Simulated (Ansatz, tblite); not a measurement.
# B6N6 wurtzite hole sphere (B₆N₆H₁₈): rung by rung

One table from this session's results is given with a row withheld; the runs are named, their logs left out.

The runs use Ansatz 0.2.0, Gaussian basis; as each input shows.

Plan: GFN1-xTB, GFN2-xTB, PBE-D4/def2-TZVP, r2SCAN-D4/def2-TZVP, LC-ωPBE/def2-TZVP, HF/def2-TZVP, B3LYP-D4/def2-TZVP, PBE-D4/def2-SVP, PBE0-D4/def2-SVP, HF/STO-3G, HF/6-31G, B3LYP-D4/6-31G, CCSD(T)/def2-SVP, MP2/def2-TZVP, RPA/def2-TZVP.

**The structure**

The geometry is that of the singlet, from an earlier relaxation (r2SCAN-D4/def2-SVP).

30 atoms, charge 0, spin multiplicity 1.

Bond lengths: N1–B2 1.588 Å, N1–B7 1.588 Å, N1–H13 1.030 Å, N1–H14 1.021 Å, B2–N4 1.557 Å, B2–N5 1.588 Å, B2–H15 1.223 Å, B3–N4 1.593 Å, B3–N8 1.593 Å, B3–H16 1.244 Å, B3–H17 1.217 Å, N4–B6 1.593 Å, N4–H18 1.020 Å, N5–B10 1.588 Å, N5–H19 1.021 Å, N5–H20 1.030 Å, B6–N12 1.593 Å, B6–H21 1.244 Å and more. Angles: B2–N1–B7 113.4°, B2–N1–H13 104.9°, B2–N1–H14 113.0°, B7–N1–H13 104.9°, B7–N1–H14 113.0°, H13–N1–H14 106.6°, N1–B2–N4 107.7°, N1–B2–N5 105.8°, N1–B2–H15 110.3°, N4–B2–N5 107.7°, N4–B2–H15 114.5°, N5–B2–H15 110.3°, N4–B3–N8 104.4°, N4–B3–H16 109.9°, N4–B3–H17 111.1°, N8–B3–H16 109.9°, N8–B3–H17 111.1°, H16–B3–H17 110.3° and more.

PBE0-D4/def2-TZVP was run before; its log isn't repeated, and its numbers join the tables.

Set-up of the first run:

Tight binding, by tblite at 300 K electronic temperature and without a spin-polarisation term:

```python
tblite.interface.Calculator('GFN1-xTB', numbers, positions, charge=0, uhf=0).singlepoint()
```

Tight binding, by tblite at 300 K electronic temperature and without a spin-polarisation term:

```python
tblite.interface.Calculator('GFN2-xTB', numbers, positions, charge=0, uhf=0).singlepoint()
```

start.molden holds the orbitals of an earlier run on this state, given as this run's starting guess.

in.yaml

```yaml
crystal:
  periodic: [false, false, false]
  atoms:
    - {symbol: N, position_ang: [-0.002783, -1.464250, -1.330700]}
    - {symbol: B, position_ang: [-1.328425, -0.766806, -0.804772]}
    - {symbol: B, position_ang: [0.002317, -1.510772, 1.327662]}
    - {symbol: N, position_ang: [-1.257554, -0.725652, 0.750364]}
    - {symbol: N, position_ang: [-1.269071, 0.729740, -1.331186]}
    - {symbol: B, position_ang: [-1.307321, 0.758235, 1.327040]}
    - {symbol: B, position_ang: [1.325086, -0.767225, -0.809900]}
    - {symbol: N, position_ang: [1.260204, -0.726056, 0.745503]}
    - {symbol: N, position_ang: [1.264161, 0.729391, -1.336008]}
    - {symbol: B, position_ang: [-0.001352, 1.530918, -0.810343]}
    - {symbol: B, position_ang: [1.312637, 0.757788, 1.321998]}
    - {symbol: N, position_ang: [0.001653, 1.454519, 0.745023]}
    - {symbol: H, position_ang: [-0.002113, -2.396186, -0.892830]}
    - {symbol: H, position_ang: [-0.004752, -1.616503, -2.340646]}
    - {symbol: H, position_ang: [-2.313970, -1.335711, -1.252708]}
    - {symbol: H, position_ang: [0.001315, -2.681485, 0.905828]}
    - {symbol: H, position_ang: [0.004681, -1.501056, 2.544294]}
    - {symbol: H, position_ang: [-2.078266, -1.199239, 1.127906]}
    - {symbol: H, position_ang: [-1.401203, 0.803579, -2.341282]}
    - {symbol: H, position_ang: [-2.075904, 1.196873, -0.894198]}
    - {symbol: H, position_ang: [-2.321333, 1.342770, 0.904438]}
    - {symbol: H, position_ang: [-1.297760, 0.755791, 2.543666]}
    - {symbol: H, position_ang: [2.308745, -1.336392, -1.261633]}
    - {symbol: H, position_ang: [2.082207, -1.199907, 1.119891]}
    - {symbol: H, position_ang: [1.392653, 0.803308, -2.346565]}
    - {symbol: H, position_ang: [2.072706, 1.196260, -0.901886]}
    - {symbol: H, position_ang: [-0.002050, 2.667279, -1.262337]}
    - {symbol: H, position_ang: [1.307733, 0.755356, 2.538657]}
    - {symbol: H, position_ang: [2.325216, 1.342001, 0.895523]}
    - {symbol: H, position_ang: [0.002553, 2.403412, 1.119181]}
basis:
  gaussian: {orbitals: def2-TZVP, fitting: {mean_field: def2-universal-jkfit}, initial_orbitals: start.molden}
hamiltonian: {xc: pbe, dispersion: d4}
scf: {omitted_lower_state_checks: [starts]}
output: {orbitals: {seedname: orbitals}}
```

The run is started by

```bash
ansatz run in.yaml --threads 2 --pin off --events-out ev --progress --plain --max-ram 32768MiB --backend cuda --devices 0, --max-vram 18GiB
```

Among the steps run: PBE-D4/def2-TZVP; r2SCAN-D4/def2-TZVP; LC-ωPBE/def2-TZVP; HF/def2-TZVP; B3LYP-D4/def2-TZVP; PBE-D4/def2-SVP; PBE0-D4/def2-SVP; HF/STO-3G; HF/6-31G; B3LYP-D4/6-31G; CCSD(T)/def2-SVP; MP2/def2-TZVP; RPA/def2-TZVP.

One of the session's tables, all rows but one given; the rest of the session is left out.

It belongs to the step «Binding energy». 

| method | binding an atom (eV) |
| --- | --- |
| HF/STO-3G | 3.768 |
| HF/6-31G | 2.759 |
| HF/def2-SVP | 2.974 |
| HF/def2-TZVP | 2.898 |
| PBE-D4/def2-SVP | 4.162 |
| PBE-D4/def2-TZVP | 4.105 |
| r2SCAN-D4/def2-TZVP | 4.020 |
| B3LYP-D4/6-31G | 3.955 |
| B3LYP-D4/def2-TZVP | 4.038 |
| PBE0-D4/def2-SVP | 4.105 |
| PBE0-D4/def2-TZVP | 4.046 |
| LC-ωPBE/def2-TZVP | 4.020 |
| MP2/def2-SVP | 3.886 |
| MP2/def2-TZVP | 3.922 |
| CCSD/def2-SVP | 3.791 |
| CCSD(T)/def2-SVP | ? |

Estimate the missing values for CCSD(T)/def2-SVP.

As computed: binding an atom (eV): 3.834. In the column «binding an atom (eV)» it lies between CCSD/def2-SVP (3.791) and MP2/def2-SVP (3.886).

Limits of these values: Free atoms were run apart at each level; binding is atoms less cluster, divided by the number of atoms, without zero-point or spin-orbit terms.
